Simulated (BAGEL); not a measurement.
# HF/6-31G(d) (density fitting with qzvpp-jkfit, spherical functions) run of CH3FGeO (SMILES O=[CH][GeH2][F])

What is the energy change on altering one bond length of CH3FGeO at HF/6-31G* (density fitting with qzvpp-jkfit, spherical functions)? 

Program for the calculation: BAGEL 1.2.2.

1 further run of the same task is left out (it didn't finish).

## (1) The structure to begin with

The species is CH3FGeO (7 atoms), meant as a singlet with charge 0. SMILES: `O=[CH][GeH2][F]`. Geometry: a GFN2-xTB relaxation, a rough one for these elements and not checked as a minimum. This is one conformer, not always the lowest.

Bond lengths: O1–C2 1.192 Å, C2–Ge3 2.021 Å, Ge3–F4 1.754 Å, C2–H5 1.111 Å, Ge3–H6 1.509 Å, Ge3–H7 1.507 Å. Angles: O1–C2–Ge3 125.4°, C2–Ge3–F4 100.1°, O1–C2–H5 121.4°, Ge3–C2–H5 113.1°, C2–Ge3–H6 117.9°, C2–Ge3–H7 118.6°, F4–Ge3–H6 100.7°, F4–Ge3–H7 103.3°, H6–Ge3–H7 112.2°.

## (2) A single-point energy at HF/6-31G(d) (density fitting with qzvpp-jkfit, spherical functions)

input.json reads:

```json
{ "bagel" : [

{
  "title" : "molecule",
  "basis" : "6-31gs.json",
  "df_basis" : "qzvpp-jkfit",
  "angstrom" : "true",
  "geometry" : [
    { "atom" : "O", "xyz" : [   -1.110160,    1.823780,   -0.586570 ] },
    { "atom" : "C", "xyz" : [   -0.467430,    0.841770,   -0.794110 ] },
    { "atom" : "Ge", "xyz" : [    0.322220,   -0.363080,    0.623160 ] },
    { "atom" : "F", "xyz" : [    0.139830,   -1.920750,   -0.162650 ] },
    { "atom" : "H", "xyz" : [   -0.275510,    0.483530,   -1.827630 ] },
    { "atom" : "H", "xyz" : [    1.817080,   -0.327390,    0.828400 ] },
    { "atom" : "H", "xyz" : [   -0.426030,   -0.537870,    1.919390 ] }
  ]
},
{
  "title" : "hf"
},
{
  "title" : "print",
  "file" : "orbitals.molden",
  "orbitals" : "true"
}

]}
```

The basis set 6-31G* is read from a file made from the Basis Set Exchange's data (not shown).

Command:

```
$ BAGEL_NUM_THREADS=1 BAGEL input.json > input.out
```

The log of the run:

```text
* using 1 threads per process

  ===============================================================
  ===============================================================

  *** Geometry ***

  { "atom" : "O", "xyz" : [     -2.097898,      3.446445,     -1.108457 ] },
  { "atom" : "C", "xyz" : [     -0.883315,      1.590715,     -1.500650 ] },
  { "atom" : "Ge", "xyz" : [      0.608908,     -0.686122,      1.177602 ] },
  { "atom" : "F", "xyz" : [      0.264240,     -3.629691,     -0.307364 ] },
  { "atom" : "H", "xyz" : [     -0.520638,      0.913739,     -3.453720 ] },
  { "atom" : "H", "xyz" : [      3.433784,     -0.618677,      1.565449 ] },
  { "atom" : "H", "xyz" : [     -0.805080,     -1.016427,      3.627121 ] },

  Number of auxiliary basis functions:      549

  Since a DF basis is specified, we compute 2- and 3-index integrals:
    o Being stored without compression. Storage requirement is 0.028 GB

  Number of basis functions:       80
  Number of electrons      :       58

    * METHOD: MOLECULE                             0.32

  *** RHF ***

  === Nuclear Repulsion ===
   268.9859057027

      * DIIS with orbital gradients will be used.

  === RHF iteration (6-31gs.json) ===
      0      -2288.70431374          0.02334354           0.11
      1      -2288.82954649          0.01894861           0.11
      2      -2288.97972616          0.00170287           0.11
      3      -2288.98174962          0.00088458           0.11
      4      -2288.98221166          0.00025122           0.11
      5      -2288.98230186          0.00011064           0.11
      6      -2288.98231600          0.00005063           0.11
      7      -2288.98231887          0.00001016           0.11
      8      -2288.98231896          0.00000529           0.11
      9      -2288.98231899          0.00000246           0.11
     10      -2288.98231901          0.00000146           0.11
     11      -2288.98231901          0.00000093           0.11
     12      -2288.98231901          0.00000037           0.11
     13      -2288.98231901          0.00000019           0.11
     14      -2288.98231901          0.00000006           0.11
     15      -2288.98231901          0.00000003           0.11
     16      -2288.98231901          0.00000001           0.11
    * SCF iteration converged.

    * Permanent dipole moment:
           (   -0.612251,    -0.196844,    -0.311066) a.u.

    * METHOD: HF                                   2.16

    * METHOD: PRINT                                0.01

  ===============================================================
```

Run time: 2.7 s. Hardware: 1 thread of Arm Neoverse V2, shared host; peak memory 0.13 GiB.

## (3) The distorted shape, same level

hf.json reads:

```json
{ "bagel": [

{
  "title": "molecule",
  "basis": "6-31gs.json",
  "df_basis": "qzvpp-jkfit",
  "angstrom": true,
  "geometry": [
    { "atom": "O", "xyz": [      -2.306097,       1.795227,      -0.750769 ] },
    { "atom": "C", "xyz": [      -1.663367,       0.813217,      -0.958309 ] },
    { "atom": "Ge", "xyz": [      -0.873717,      -0.391633,       0.458961 ] },
    { "atom": "F", "xyz": [      -1.056107,      -1.949303,      -0.326849 ] },
    { "atom": "H", "xyz": [      -1.471447,       0.454977,      -1.991829 ] },
    { "atom": "H", "xyz": [       1.817080,      -0.327390,       0.828400 ] },
    { "atom": "H", "xyz": [      -1.621967,      -0.566423,       1.755191 ] }
  ]
},

{ "title": "hf" },

{ "title": "print", "file": "orbitals.molden", "orbitals": true }

]}
```

The basis set 6-31G* is read from a file made from the Basis Set Exchange's data (not shown).

Command:

```
$ BAGEL_NUM_THREADS=1 BAGEL hf.json > hf.out
```

The log of the run:

```text
* using 1 threads per process

  ===============================================================
  ===============================================================

  *** Geometry ***

  { "atom" : "O", "xyz" : [     -4.357892,      3.392487,     -1.418748 ] },
  { "atom" : "C", "xyz" : [     -3.143308,      1.536757,     -1.810942 ] },
  { "atom" : "Ge", "xyz" : [     -1.651086,     -0.740079,      0.867311 ] },
  { "atom" : "F", "xyz" : [     -1.995753,     -3.683649,     -0.617655 ] },
  { "atom" : "H", "xyz" : [     -2.780632,      0.859782,     -3.764011 ] },
  { "atom" : "H", "xyz" : [      3.433784,     -0.618677,      1.565449 ] },
  { "atom" : "H", "xyz" : [     -3.065073,     -1.070384,      3.316830 ] },

  Number of auxiliary basis functions:      549

  Since a DF basis is specified, we compute 2- and 3-index integrals:
    o Being stored without compression. Storage requirement is 0.028 GB

  Number of basis functions:       80
  Number of electrons      :       58

    * METHOD: MOLECULE                             0.33

  *** RHF ***

  === Nuclear Repulsion ===
   262.8858793198

      * DIIS with orbital gradients will be used.

  === RHF iteration (6-31gs.json) ===
      0      -2288.56220157          0.02344525           0.11
      1      -2288.67518772          0.02007284           0.11
      2      -2288.84399974          0.00182379           0.11
      3      -2288.84673916          0.00098149           0.11
      4      -2288.84740147          0.00029645           0.11
      5      -2288.84754461          0.00012408           0.11
      6      -2288.84756489          0.00005919           0.11
      7      -2288.84756864          0.00001345           0.11
      8      -2288.84756877          0.00000701           0.11
      9      -2288.84756881          0.00000212           0.11
     10      -2288.84756881          0.00000112           0.12
     11      -2288.84756881          0.00000043           0.12
     12      -2288.84756881          0.00000022           0.11
     13      -2288.84756881          0.00000013           0.11
     14      -2288.84756881          0.00000007           0.11
     15      -2288.84756881          0.00000005           0.11
     16      -2288.84756881          0.00000002           0.11
     17      -2288.84756881          0.00000001           0.11
    * SCF iteration converged.

    * Permanent dipole moment:
           (    0.278121,    -0.180596,    -0.108288) a.u.

    * METHOD: HF                                   2.31

    * METHOD: PRINT                                0.01

  ===============================================================
```

Wall time 2.8 s (1 thread of Arm Neoverse V2, shared host); peak memory 0.13 GiB.

## (4) Summary of results

At HF/6-31G* (density fitting with qzvpp-jkfit, spherical functions):

| quantity | value |
| --- | --- |
| first shape: total energy | -2288.98232 Eh |
| first shape: dipole moment | 1.82 D |
| first shape: HOMO energy | -10.94 eV |
| first shape: LUMO energy | 2.13 eV |
| first shape: HOMO–LUMO gap | 13.06 eV |
| distorted shape: total energy | -2288.84757 Eh |
| distorted shape: dipole moment | 0.89 D |
| distorted shape: HOMO energy | -9.50 eV |
| distorted shape: LUMO energy | -0.36 eV |
| distorted shape: HOMO–LUMO gap | 9.14 eV |
| energy change with the Ge3–H6 bond stretched from 1.509 to 2.717 Å | 3.667 eV |

What this shows: One bond (distorted shape) is far stretched, which a spin-restricted single reference describes badly; a broken-symmetry solution may lie lower. With the Ge3–H6 bond stretched from 1.509 to 2.717 Å the energy rises by 3.67 eV (85 kcal/mol). The first shape isn't relaxed at this level, so the change isn't measured from a minimum. A restricted reference can't describe the breaking bond well at this length.
